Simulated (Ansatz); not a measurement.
# GeSiH5Cl (SMILES Cl[SiH2][GeH3]): MP2/cc-pVDZ

What is the vertical ionisation energy of GeSiH5Cl at MP2/cc-pVDZ? 

Program for the calculation: Ansatz 0.2.0.

62 further runs of the same task are left out: 62 set aside as unsound or not needed.

## 1. Starting point

GeSiH5Cl has 8 atoms, charge 0, and is taken as a singlet. As SMILES, `Cl[SiH2][GeH3]`. Geometry: relaxed at PBE0-D4/def2-TZVP.

Bond lengths: Cl1–Si2 2.062 Å, Si2–Ge3 2.377 Å, Si2–H4 1.484 Å, Si2–H5 1.484 Å, Ge3–H6 1.536 Å, Ge3–H7 1.538 Å, Ge3–H8 1.536 Å. Some angles: Cl1–Si2–Ge3 109.1°, Cl1–Si2–H4 107.8°, Cl1–Si2–H5 107.8°, Ge3–Si2–H4 111.5°, Ge3–Si2–H5 111.5°, Si2–Ge3–H6 110.0°, Si2–Ge3–H7 109.9°, Si2–Ge3–H8 110.0°, H4–Si2–H5 109.1°, H6–Ge3–H7 108.9°.

## 2. The energy at MP2/cc-pVDZ

File job.yaml:

```yaml
crystal:
  periodic: [false, false, false]
  atoms:
    - {symbol: Cl, position_ang: [-2.290300, 1.217200, -0.310600]}
    - {symbol: Si, position_ang: [-0.414100, 0.602600, -0.906900]}
    - {symbol: Ge, position_ang: [0.581500, -0.662200, 0.842700]}
    - {symbol: H, position_ang: [-0.573600, -0.206400, -2.140800]}
    - {symbol: H, position_ang: [0.380700, 1.815700, -1.222200]}
    - {symbol: H, position_ang: [0.711200, 0.201700, 2.106100]}
    - {symbol: H, position_ang: [1.981500, -1.135500, 0.415600]}
    - {symbol: H, position_ang: [-0.284600, -1.890300, 1.160200]}
basis:
  gaussian:
    orbitals: cc-pVDZ
correlation:
  method: mp2
  frozen_orbitals: {Cl: 5, Ge: 9, H: 0, Si: 5}
total_charge: 0
accuracy: high
```

The run is started by

```console
$ ansatz run job.yaml --threads 1 --pin off --max-ram 3480MiB --events-out events.jsonl --progress --plain --runs-dir runs
```

The log of the run:

```text
Warning: RAYON_NUM_THREADS=1 ignored (pool sized by the plan → 1); use --threads N
Functional definition: HF
  name "HF"
  exchange = exact_x
  correlation = 0
2044 factors; integrals over basis functions are off by at most 4.4e-9 eV
mean field evaluation 1: about -76917.8823 eV, gradient 1.5e1 eV
mean field evaluation 2: about -76917.8975 eV, gradient 1.5e1 eV
mean field evaluation 4: about -76919.0071 eV, gradient 1.7e0 eV
mean field evaluation 8: about -76919.0207 eV, gradient 1.8e-4 eV
mean field -76919.02065385 eV, -2826.7218714443 hartree, gradient 1.7e-8 eV, S^2 0.000000; 0 other end points of the search recorded, 0 dependent functions left out
19 core orbitals not correlated: weight in the atoms' cores, before any rotation towards them, 1.000 or more for the frozen orbitals, at most 0.000 for the correlated occupied ones
reference -76919.02065385 eV, -2826.7218714443 hartree; 15, 15 occupied and 54, 54 virtual orbitals, 2044 factors
second order -9.66744000 eV of doubles, -0.00000000 eV of singles
Total energy: -76928.68809385 eV, -2827.0771433114 hartree
```

It took 5.7 s on 1 thread of Arm Neoverse V1, shared host; peak memory 0.3 GiB.

## 3. The doublet cation, same level

File input.yaml:

```yaml
crystal:
  periodic: [false, false, false]
  atoms:
    - symbol: Cl
      position_ang: [-2.290300, 1.217200, -0.310600]
    - symbol: Si
      position_ang: [-0.414100, 0.602600, -0.906900]
    - symbol: Ge
      position_ang: [0.581500, -0.662200, 0.842700]
    - symbol: H
      position_ang: [-0.573600, -0.206400, -2.140800]
    - symbol: H
      position_ang: [0.380700, 1.815700, -1.222200]
    - symbol: H
      position_ang: [0.711200, 0.201700, 2.106100]
    - symbol: H
      position_ang: [1.981500, -1.135500, 0.415600]
    - symbol: H
      position_ang: [-0.284600, -1.890300, 1.160200]
basis:
  gaussian: {orbitals: cc-pVDZ}
total_charge: 1
magnetization: {spin_polarized: true, initial_magnetization: 1}
correlation: {method: mp2, frozen_orbitals: {Cl: 5, Ge: 9, H: 0, Si: 5}}
accuracy: high
```

The run is started by

```console
$ ansatz run input.yaml --threads 1 --pin off --max-ram 3480MiB --events-out events.jsonl --progress --plain --runs-dir runs
```

The log of the run:

```text
Warning: RAYON_NUM_THREADS=1 ignored (pool sized by the plan → 1); use --threads N
[... 4 set-up lines as earlier in the session ...]
2042 factors; integrals over basis functions are off by at most 4.4e-9 eV
mean field evaluation 1: about -76907.2611 eV, gradient 1.4e1 eV
mean field evaluation 2: about -76907.2755 eV, gradient 1.4e1 eV
mean field evaluation 4: about -76909.0836 eV, gradient 1.9e0 eV
mean field evaluation 8: about -76909.1405 eV, gradient 1.9e-2 eV
mean field evaluation 16: about -76908.2624 eV, gradient 2.5e-1 eV
mean field -76909.14047715 eV, -2826.3587816474 hartree, gradient 2.7e-8 eV, S^2 0.762372; 1 other end points of the search recorded, 0 dependent functions left out
19 core orbitals not correlated: weight in the atoms' cores, before any rotation towards them, 1.000 or more for the frozen orbitals, at most 0.000 for the correlated occupied ones
reference -76909.14047715 eV, -2826.3587816474 hartree; 15, 14 occupied and 54, 55 virtual orbitals, 2042 factors
second order -9.30456996 eV of doubles, -0.00000000 eV of singles
Total energy: -76918.44504711 eV, -2826.7007182866 hartree
```

Run time: 9.9 s. Hardware: 1 thread of Arm Neoverse V1, shared host; peak memory 0.42 GiB.

## 4. Summary of results

At MP2/cc-pVDZ, 19 core orbitals frozen:

| quantity | value |
| --- | --- |
| singlet GeSiH5Cl: total energy | -2827.07714 Eh |
| singlet GeSiH5Cl: correlation energy (19 core orbitals frozen) | -355.3 mEh |
| doublet cation: total energy | -2826.70072 Eh |
| doublet cation: correlation energy (19 core orbitals frozen) | -341.9 mEh |
| doublet cation: ⟨S²⟩ of the reference determinant | 0.762 |
| vertical ionisation energy (to the doublet cation) | 10.243 eV |

**Reading.** The vertical ionisation energy comes to 10.24 eV (988 kJ/mol).
